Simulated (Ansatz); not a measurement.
# GaAs, 64 atoms: molecular dynamics on CPU cores

Wanted: a few steps of dynamics of GaAs in a cell of 64 atoms; the run's time is noted too.

All numbers below are computed with Ansatz 0.2 development build (DFT, PBE, PAW, task md).

## Step 1: The cell

It holds 32 Ga, 32 As; a = 11.306 Å, b = 11.306 Å, c = 11.306 Å, α = 90.00°, β = 90.00°, γ = 90.00°; 22.58 Å³ an atom; space group F-43m.

## Step 2: The calculation

input.yaml

```yaml
crystal:
  lattice:
    - [11.306, 0, 0]
    - [0, 11.306, 0]
    - [0, 0, 11.306]
  atoms:
    - { symbol: Ga, position: [0.0, 0.0, 0.0] }
    - { symbol: Ga, position: [0.0, 0.25, 0.25] }
    - { symbol: Ga, position: [0.25, 0.0, 0.25] }
    - { symbol: Ga, position: [0.25, 0.25, 0.0] }
    - { symbol: As, position: [0.125, 0.125, 0.125] }
    - { symbol: As, position: [0.125, 0.375, 0.375] }
    - { symbol: As, position: [0.375, 0.125, 0.375] }
    - { symbol: As, position: [0.375, 0.375, 0.125] }
    - { symbol: Ga, position: [0.0, 0.0, 0.5] }
    - { symbol: Ga, position: [0.0, 0.25, 0.75] }
    - { symbol: Ga, position: [0.25, 0.0, 0.75] }
    - { symbol: Ga, position: [0.25, 0.25, 0.5] }
    - { symbol: As, position: [0.125, 0.125, 0.625] }
    - { symbol: As, position: [0.125, 0.375, 0.875] }
    - { symbol: As, position: [0.375, 0.125, 0.875] }
    - { symbol: As, position: [0.375, 0.375, 0.625] }
    - { symbol: Ga, position: [0.0, 0.5, 0.0] }
    - { symbol: Ga, position: [0.0, 0.75, 0.25] }
    - { symbol: Ga, position: [0.25, 0.5, 0.25] }
    - { symbol: Ga, position: [0.25, 0.75, 0.0] }
    - { symbol: As, position: [0.125, 0.625, 0.125] }
    - { symbol: As, position: [0.125, 0.875, 0.375] }
    - { symbol: As, position: [0.375, 0.625, 0.375] }
    - { symbol: As, position: [0.375, 0.875, 0.125] }
    - { symbol: Ga, position: [0.0, 0.5, 0.5] }
    - { symbol: Ga, position: [0.0, 0.75, 0.75] }
    - { symbol: Ga, position: [0.25, 0.5, 0.75] }
    - { symbol: Ga, position: [0.25, 0.75, 0.5] }
    - { symbol: As, position: [0.125, 0.625, 0.625] }
    - { symbol: As, position: [0.125, 0.875, 0.875] }
    - { symbol: As, position: [0.375, 0.625, 0.875] }
    - { symbol: As, position: [0.375, 0.875, 0.625] }
    - { symbol: Ga, position: [0.5, 0.0, 0.0] }
    - { symbol: Ga, position: [0.5, 0.25, 0.25] }
    - { symbol: Ga, position: [0.75, 0.0, 0.25] }
    - { symbol: Ga, position: [0.75, 0.25, 0.0] }
    - { symbol: As, position: [0.625, 0.125, 0.125] }
    - { symbol: As, position: [0.625, 0.375, 0.375] }
    - { symbol: As, position: [0.875, 0.125, 0.375] }
    - { symbol: As, position: [0.875, 0.375, 0.125] }
    - { symbol: Ga, position: [0.5, 0.0, 0.5] }
    - { symbol: Ga, position: [0.5, 0.25, 0.75] }
    - { symbol: Ga, position: [0.75, 0.0, 0.75] }
    - { symbol: Ga, position: [0.75, 0.25, 0.5] }
    - { symbol: As, position: [0.625, 0.125, 0.625] }
    - { symbol: As, position: [0.625, 0.375, 0.875] }
    - { symbol: As, position: [0.875, 0.125, 0.875] }
    - { symbol: As, position: [0.875, 0.375, 0.625] }
    - { symbol: Ga, position: [0.5, 0.5, 0.0] }
    - { symbol: Ga, position: [0.5, 0.75, 0.25] }
    - { symbol: Ga, position: [0.75, 0.5, 0.25] }
    - { symbol: Ga, position: [0.75, 0.75, 0.0] }
    - { symbol: As, position: [0.625, 0.625, 0.125] }
    - { symbol: As, position: [0.625, 0.875, 0.375] }
    - { symbol: As, position: [0.875, 0.625, 0.375] }
    - { symbol: As, position: [0.875, 0.875, 0.125] }
    - { symbol: Ga, position: [0.5, 0.5, 0.5] }
    - { symbol: Ga, position: [0.5, 0.75, 0.75] }
    - { symbol: Ga, position: [0.75, 0.5, 0.75] }
    - { symbol: Ga, position: [0.75, 0.75, 0.5] }
    - { symbol: As, position: [0.625, 0.625, 0.625] }
    - { symbol: As, position: [0.625, 0.875, 0.875] }
    - { symbol: As, position: [0.875, 0.625, 0.875] }
    - { symbol: As, position: [0.875, 0.875, 0.625] }
kpoints:
  mp_grid: { grid: [1, 1, 1] }
hamiltonian:
  xc: pbe
  pseudopotentials: { kind: paw, source: jth }
magnetization:
  spin_polarized: false
scf:
  occupations: { method: fixed }
output:
  forces: true
  stress: false
md:
  ensemble: nvt_langevin
  temperature: 500
  timestep: 2.0
  n_steps: 8
  seed: 7
  initial_velocities: maxwell_boltzmann
basis:
  ecutwfc: "550 eV"
```

Run with:

```sh
> ansatz run input.yaml --threads 16 --backend cpu --events-out ev
```

**Question.** What will these runs give? Wanted: free energy; electrons solved for; SCF passes in all; largest force; temperature, first and last.

As calculated:

| quantity | value |
| --- | --- |
| time per pass of the first SCF | 1.4 s |
| free energy | -276348.8877 eV (-4317.9514 eV/atom) |
| electrons solved for | 896 |
| SCF passes in all | 57 |
| largest force | 1.436 eV/Å |
| steps | 8 of 2.00 fs |
| temperature, first and last | 492, 375 K |
| time a step (median) | 11 s |
| wall time | 1.7 min (16 threads of Arm Neoverse V2 (Grace), shared host) |

What this shows: Of the time up to the last event, 88 % went to the work after the first SCF. At 11 s a step, one picosecond costs about 1.5 h on this hardware. 16 fs are too few for averages. With sampling this coarse (it equals a supercell 11 Å thick at its thinnest) the numbers aren't converged for the crystal.
